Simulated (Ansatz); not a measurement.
CsLiCr2Te2S3:

```xyz
9
Lattice="6.1079 -0.0189 0.0058 -2.2882 5.9315 0.0033 -1.3846 -2.1940 7.5626" Properties=species:S:1:pos:R:3 pbc="T T T"
Cs   -1.2214   -1.5781    7.5175
Li    1.3578    2.1786    4.3464
Cr   -1.4737    1.7002    4.3877
Cr    1.8244   -1.0105    4.0654
Te    1.1800    3.9224    2.1382
Te   -1.8529    3.2545    2.2636
S     2.9223    0.6352    5.3580
S    -0.5181    3.2438    5.6675
S    -0.0026    0.2938    3.6808
```

The cell was built by a generator and needn't be a form met in nature.

Base run:

```yaml
Program: Ansatz 0.2.0
Functional: RPBE
Potentials_or_basis: Ansatz PAW
Cutoff: 420 eV
Density_cutoff: 1680 eV
k_mesh: 5 × 5 × 4
Occupations: fermi-dirac, width 0.05 eV
Spin: collinear spin, ferromagnetic start
Starting_moments: "[0.0, 0.0, 3.0, 3.0, 0.0, 0.0, 0.0, 0.0, 0.0] μB"
```

Its results: band gap on the k mesh none (metal or under the smearing width); pressure 1.6 GPa; net moment 5.45 μB per cell; site moments Cs +0.00; Li +0.00; Cr +2.25, +2.65; Te -0.05, -0.09; S -0.05, -0.07, -0.09 μB; largest force 0.162 eV/Å.

Problem. After a change of settings the same cell gave: band gap on the k mesh none (metal or under the smearing width); pressure 0.0 GPa; net moment 5.78 μB per cell; site moments Cs +0.00; Li +0.00; Cr +2.46, +2.82; Te -0.03, -0.09; S -0.07, -0.10, -0.12 μB; largest force 0.217 eV/Å. Which change was it?
A. functional from RPBE to PBE; hubbard terms from none to Cr d U = 4 eV; hubbard projectors from none to ortho-atomic (the default)
B. functional from RPBE to r2SCAN; cutoff from 420 eV to 500 eV; density cutoff from 1680 eV to 2000 eV
C. functional from RPBE to PBE
D. functional from RPBE to PBE; potentials or basis from Ansatz PAW to Ansatz NC with PseudoDojo standard (PBE files); cutoff from 420 eV to 1279 eV; density cutoff from 1680 eV to 5116 eV

Solution. B.

Caveats: only a ferromagnetic start was run, and an antiferromagnetic order may lie lower in energy; the PAW data sets come from PBE, with cores solved anew for the run's functional, which leaves a small shift of forces and pressure; the potentials were made for another functional, which shifts forces and pressure (some runs); the magnetic or orbital state may not be the lowest (some runs).

Not every run made on this cell is shown here.
